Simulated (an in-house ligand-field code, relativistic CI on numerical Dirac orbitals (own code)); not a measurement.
# d8 in a ligand field: terms for several parameter sets

Aim: the terms of a d8 shell from Racah B and C and the field, by exact diagonalisation.

The numbers are computed with an in-house ligand-field code version 1 (parametric ligand-field model of a d^n configuration (Racah B and C, spin-orbit zeta, crystal field), exact diagonalisation), except any that are marked as measured or tabulated.

## Step 1: The atom as given

```
shell        : d8
set 1 (cm⁻¹) : B = 550, C = 2180, Oh, 10Dq = 8200
set 2 (cm⁻¹) : B = 1090, C = 4390, Td, 10Dq = -8600
set 3 (cm⁻¹) : B = 970, C = 4150, Oh, 10Dq = 22150
set 4 (cm⁻¹) : B = 640, C = 2640, Td, 10Dq = -11800
set 5 (cm⁻¹) : B = 340, C = 1770, Oh, 10Dq = 31500
set 6 (cm⁻¹) : B = 650, C = 2830, Oh, 10Dq = 11900
set 7 (cm⁻¹) : B = 1140, C = 4610, Td, 10Dq = -10700
set 8 (cm⁻¹) : B = 1100, C = 5340, Oh, 10Dq = 15600
```

## Step 2: Set 1

Settings of the run:

```ini
n = 8
racah_B = 550  # cm-1
racah_C = 2180  # cm-1
zeta = 0  # cm-1
symmetry = Oh
field = {"10Dq": 8200}  # cm-1
```

## Step 3: Set 2

Settings of the run:

```ini
n = 8
racah_B = 1090  # cm-1
racah_C = 4390  # cm-1
zeta = 0  # cm-1
symmetry = Td
field = {"10Dq": -8600}  # cm-1
```

## Step 4: Set 3

Settings of the run:

```ini
n = 8
racah_B = 970  # cm-1
racah_C = 4150  # cm-1
zeta = 0  # cm-1
symmetry = Oh
field = {"10Dq": 22150}  # cm-1
```

## Step 5: Set 4

Settings of the run:

```ini
n = 8
racah_B = 640  # cm-1
racah_C = 2640  # cm-1
zeta = 0  # cm-1
symmetry = Td
field = {"10Dq": -11800}  # cm-1
```

## Step 6: Set 5

Settings of the run:

```ini
n = 8
racah_B = 340  # cm-1
racah_C = 1770  # cm-1
zeta = 0  # cm-1
symmetry = Oh
field = {"10Dq": 31500}  # cm-1
```

## Step 7: Set 6

Settings of the run:

```ini
n = 8
racah_B = 650  # cm-1
racah_C = 2830  # cm-1
zeta = 0  # cm-1
symmetry = Oh
field = {"10Dq": 11900}  # cm-1
```

## Step 8: Set 7

Settings of the run:

```ini
n = 8
racah_B = 1140  # cm-1
racah_C = 4610  # cm-1
zeta = 0  # cm-1
symmetry = Td
field = {"10Dq": -10700}  # cm-1
```

## Step 9: Set 8

Settings of the run:

```ini
n = 8
racah_B = 1100  # cm-1
racah_C = 5340  # cm-1
zeta = 0  # cm-1
symmetry = Oh
field = {"10Dq": 15600}  # cm-1
```

(Steps that only read results are left out.)

**Question.** What will these runs give? Wanted: lowest terms.

The runs gave:

| set | 10Dq/B (size) | lowest | S | electrons in z² and x²-y² | first level of the same spin (cm⁻¹) |
| --- | --- | --- | --- | --- | --- |
| 1: Oh | 14.9 | 3A2 | 1.00 | 2.00 | 3T2 8200 |
| 2: Td | 7.9 | 3T1 | 1.00 | 3.91 | 3T2 7417 |
| 3: Oh | 22.8 | 3A2 | 1.00 | 2.00 | 3T2 22150 |
| 4: Td | 18.4 | 3T1 | 1.00 | 3.96 | 3T2 10683 |
| 5: Oh | 92.6 | 3A2 | 1.00 | 2.00 | 3T2 31500 |
| 6: Oh | 18.3 | 3A2 | 1.00 | 2.00 | 3T2 11900 |
| 7: Td | 9.4 | 3T1 | 1.00 | 3.92 | 3T2 9315 |
| 8: Oh | 14.2 | 3A2 | 1.00 | 2.00 | 3T2 15600 |

| quantity | value |
| --- | --- |
| lowest terms | 1: 3A2, 2: 3T1, 3: 3A2, 4: 3T1, 5: 3A2, 6: 3A2, 7: 3T1, 8: 3A2 |

**Reading.** 8 of 8 sets have the highest spin that their shell allows, S = 1. A negative 10Dq stands for a tetrahedral field. B, C and the field are free parameters here, not those of a compound.
